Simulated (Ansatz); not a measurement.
# Na4AgS3: the cost of one run

Method: DFT PBE, scalar-relativistic, plane waves, PAW, unless a step names another level, in Ansatz 0.2.0.

19 further runs of the same task are left out: 7 that didn't finish, 12 set aside as unsound or not needed.

**1. What the formula suggests**

Pauling electronegativities: Na 0.93, Ag 1.93, S 2.58 (spread 1.65). The formula balances with common oxidation states: Ag +2, Na +1, S -2. Tabulated atomic sizes suggest about 21 Å³/atom. 30 candidates were drawn, by swapping species into database cells of other compounds, at random by space group and Wyckoff sites, or by hand, as the table says:

```tsv
name	made from	space group no.	Wyckoff sites	atoms (primitive cell)	V (Å³/atom)
c01	random	229	Na 8c; Ag 2a; S 6b	8	26.0
c02	random	166	Na 9e, 3b; Ag 3a; S 9d	8	24.4
c03	database cell of VCu3S4	215	Na 4e; Ag 1a; S 3d	8	23.0
c04	database cell of RbZn4P3	123	Na 4i; Ag 1b; S 2h, 1a	8	22.2
c05	random	139	Na 8j; Ag 2a; S 4d, 2b	8	26.3
c06	random	38	Na 8f; Ag 2b; S 4c, 2a	8	23.1
c07	random	139	Na 8j; Ag 2a; S 4e, 2b	8	24.3
c08	database cell of Mn3Ni4Sb	166	Na 6c, 6c; Ag 3a; S 6c, 3b	8	21.1
c09	random	191	Na 3f, 1a; Ag 1b; S 3g	8	23.1
c10	database cell of Al4Ni3Pt	123	Na 2g, 2g; Ag 1c; S 2h, 1d	8	20.2
c11	database cell of Mn4Sb3As	187	Na 2h, 2h; Ag 1a; S 1b, 2i	8	21.7
c12	database cell of In4As3Se	121	Na 8i; Ag 2b; S 2a, 4d	8	26.9
c13	database cell of In4AsP3	38	Na 2a, 4e, 2a; Ag 2b; S 4d, 2b	8	25.3
c14	database cell of RbCd4As3	166	Na 6c, 6c; Ag 3b; S 6c, 3a	8	23.3
c15	database cell of Pt4SeS3	115	Na 2g, 2g; Ag 1a; S 1d, 2e	8	21.1
c16	database cell of Mn4BiSb3	25	Na 2g, 2h; Ag 1c; S 1a, 1b, 1d	8	21.2
c17	database cell of Ca4ZnAg3	25	Na 1d, 1b, 1a, 1c; Ag 1d; S 1b, 1a, 1c	8	27.0
c18	random	189	Na 3f, 1b; Ag 1a; S 3g	8	25.4
c19	random	191	Na 4h; Ag 1a; S 2c, 1b	8	26.6
c20	database cell of KCu4Se3	123	Na 4i; Ag 1d; S 2g, 1c	8	19.9
c21	random	139	Na 8h; Ag 2b; S 4d, 2a	8	26.6
c22	random	216	Na 16e; Ag 4a; S 4d, 4b, 4c	8	25.3
c23	random	216	Na 16e; Ag 4c; S 4d, 4a, 4b	8	24.4
c24	database cell of Zn3CdSe4	38	Na 2b, 4d, 2b; Ag 2a; S 2a, 4e	8	24.1
c25	random	183	Na 1a, 3c; Ag 1a; S 3c	8	26.8
c26	random	123	Na 4l; Ag 1b; S 2e, 1a	8	24.9
c27	random	217	Na 8c; Ag 2a; S 6b	8	25.7
c28	random	221	Na 1a, 3d; Ag 1b; S 3c	8	21.9
c29	random	191	Na 2d, 2c; Ag 1b; S 1a, 2e	8	21.3
c30	database cell of VAg3O4	121	Na 8i; Ag 2a; S 2b, 4d	8	23.4
```

**2. Screening run of c05**

Contents of input.yaml:

```yaml
crystal:
  lattice:
    - [-4.06481824, 4.06481824, 3.1850654]
    - [4.06481824, -4.06481824, 3.1850654]
    - [4.06481824, 4.06481824, -3.1850654]
  atoms:
    - { symbol: Na, position: [0.5, 0.23888167, 0.73888167] }
    - { symbol: Na, position: [0.5, 0.76111833, 0.26111833] }
    - { symbol: Na, position: [0.23888167, 0.5, 0.73888167] }
    - { symbol: Na, position: [0.76111833, 0.5, 0.26111833] }
    - { symbol: Ag, position: [0.0, 0.0, 0.0] }
    - { symbol: S, position: [0.75, 0.25, 0.5] }
    - { symbol: S, position: [0.25, 0.75, 0.5] }
    - { symbol: S, position: [0.5, 0.5, 0.0] }
basis:
  ecutwfc: 420
kpoints:
  mp_grid: { grid: [3, 3, 3] }
hamiltonian:
  xc: pbe
scf:
  occupations: { method: gaussian, width: 0.15 }
  lower_state_search: "off"
output:
  forces: true
  stress: true
  eigenvalues: true
relax:
  adjacent_minimum: "off"
  f_tol: 0.08
  max_steps: 16
  cell: { stress_tol: 0.8 }
```

On the command line:

```bash
$ ansatz run input.yaml --threads 1 --pin off --max-ram 2560MiB --backend cpu --events-out ev --progress --plain --runs-dir out
```

What time and memory should one allow on 1 thread of Arm Neoverse N1, shared host?

About 1.7 min, with a peak of 0.51 GiB.
